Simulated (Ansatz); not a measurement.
GaB:

```xyz
2
Lattice="2.7182 0.0000 0.0000 0.0000 2.7182 0.0000 0.0000 0.0000 3.2362" Properties=species:S:1:pos:R:3 pbc="T T T"
Ga    1.3591    1.3591    1.6181
B     0.0000    0.0000    0.0000
```

The cell was built by a generator and needn't be a form met in nature.

Base run:

| Quantity | Value |
| --- | --- |
| Program | Ansatz 0.2.0 |
| Functional | BLYP |
| Potentials or basis | Ansatz PAW |
| Cutoff | 420 eV (not typed: the program's choice for these potentials) |
| k mesh | 10 × 10 × 8 |
| Occupations | fermi-dirac, width 0.05 eV |
| Spin | no spin polarisation |

Its results: band gap on the k mesh none (metal or under the smearing width); pressure 8.0 GPa.

Problem. The run is repeated on the same cell with these changes: functional from BLYP to revPBE. What comes out?

Solution. Band gap on the k mesh none (metal or under the smearing width); pressure 1.8 GPa.

Caveats: the PAW data sets come from PBE, with cores solved anew for the run's functional, which leaves a small shift of forces and pressure.
